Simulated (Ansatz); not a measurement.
# KC: the cost of one run

Program: Ansatz 0.2.0. Level of theory: DFT PBE, scalar-relativistic, plane waves, PAW. These are calculated values, not measurements.

**1. The structure to begin with**

The structure is orthorhombic, space group Cmmm (No. 65). The conventional cell has a = 4.665 Å, b = 5.856 Å, c = 5.613 Å, α = 90.00°, β = 90.00°, γ = 90.00°. K (site symmetry mmm) has 2 C at 2.81 Å as nearest neighbours. Around C (site symmetry mmm) lie 2 K at 2.81 Å.

Coordinates:

```cif
data_structure
_symmetry_space_group_name_H-M 'P 1'
_symmetry_Int_Tables_number 1
_cell_length_a 3.7435
_cell_length_b 3.7435
_cell_length_c 5.6127
_cell_angle_alpha 90.000
_cell_angle_beta 90.000
_cell_angle_gamma 102.918
_cell_volume 76.66
loop_
_atom_site_label
_atom_site_type_symbol
_atom_site_fract_x
_atom_site_fract_y
_atom_site_fract_z
_atom_site_occupancy
K1 K 0.50000 0.50000 0.50000 1
C1 C 0.50000 0.50000 0.00000 1
```

The cell is invented: random cell by space group and Wyckoff sites (Cmmm, No. 65). The dimensions are guesses.

**2. The guess as it stands, on a coarse mesh**

Input file input.yaml:

```yaml
crystal:
  lattice:
    - [2.33247089, -2.92803673, 0.0]
    - [2.33247089, 2.92803673, 0.0]
    - [0.0, 0.0, 5.61267972]
  atoms:
    - { symbol: K, position: [0.5, 0.5, 0.5] }
    - { symbol: C, position: [0.5, 0.5, 0.0] }
basis:
  ecutwfc: 420
kpoints:
  mp_grid: { grid: [6, 6, 4] }
hamiltonian:
  xc: pbe
scf:
  occupations: { method: gaussian, width: 0.1 }
  lower_state_search: "off"
output:
  forces: true
  stress: true
  eigenvalues: true
```

Command:

```bash
$ ansatz run input.yaml --threads 1 --pin off --max-ram 2048MiB --backend cpu --events-out ev --progress --plain --runs-dir out
```

Q: Estimate wall time and peak memory on 1 thread of Arm Neoverse V1, shared host.

About 1.9 s, with a peak of 0.31 GiB.
